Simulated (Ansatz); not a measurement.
# TiSi16: the cost of one run

All numbers below are computed with Ansatz 0.2.0 (DFT PBE+D3(BJ), plane waves, PAW, scalar-relativistic, no spin polarisation).

## 1. The structure to begin with

The cell holds 17 atoms (Si16Ti): a = 7.679 Å, b = 7.679 Å, c = 7.679 Å, α = 60.00°, β = 60.00°, γ = 60.00°.

The coordinates stand in the first input below.

## 2. Relaxing end A

Input file input.yaml:

```yaml
crystal:
  lattice:
    - [0.0, 5.43, 5.43]
    - [5.43, 0.0, 5.43]
    - [5.43, 5.43, 0.0]
  atoms:
    - { symbol: Si, position: [0.0, 0.0, 0.0] }
    - { symbol: Si, position: [0.125, 0.125, 0.125] }
    - { symbol: Si, position: [0.0, 0.0, 0.5] }
    - { symbol: Si, position: [0.125, 0.125, 0.625] }
    - { symbol: Si, position: [0.0, 0.5, 0.0] }
    - { symbol: Si, position: [0.125, 0.625, 0.125] }
    - { symbol: Si, position: [0.0, 0.5, 0.5] }
    - { symbol: Si, position: [0.125, 0.625, 0.625] }
    - { symbol: Si, position: [0.5, 0.0, 0.0] }
    - { symbol: Si, position: [0.625, 0.125, 0.125] }
    - { symbol: Si, position: [0.5, 0.0, 0.5] }
    - { symbol: Si, position: [0.625, 0.125, 0.625] }
    - { symbol: Si, position: [0.5, 0.5, 0.0] }
    - { symbol: Si, position: [0.625, 0.625, 0.125] }
    - { symbol: Si, position: [0.5, 0.5, 0.5] }
    - { symbol: Si, position: [0.625, 0.625, 0.625] }
    - { symbol: Ti, position: [0.3812533, 0.8688717, 0.3777826] }
basis:
  ecutwfc: 420.0
kpoints:
  mp_grid: { grid: [2, 2, 2] }
hamiltonian:
  xc: pbe
  dispersion: d3bj
  pseudopotentials: { kind: paw, azcp: { folder: soft_1 } }
scf:
  occupations: { method: fermi_dirac, width: 0.02 }
  lower_state_search: "off"
relax:
  f_tol: 0.03
  max_steps: 60
  adjacent_minimum: "off"
output:
  write_density: true
  write_potential: true
  elf: true
  volumetric_format: npy
```

On the command line:

```console
> ansatz run input.yaml --threads 1 --pin off --max-ram 3072MiB --backend cpu --events-out ev --progress --plain --runs-dir out
```

What time and memory should one allow on 1 thread of Arm Neoverse V1, shared host?

About 36 s, with a peak of 0.56 GiB.
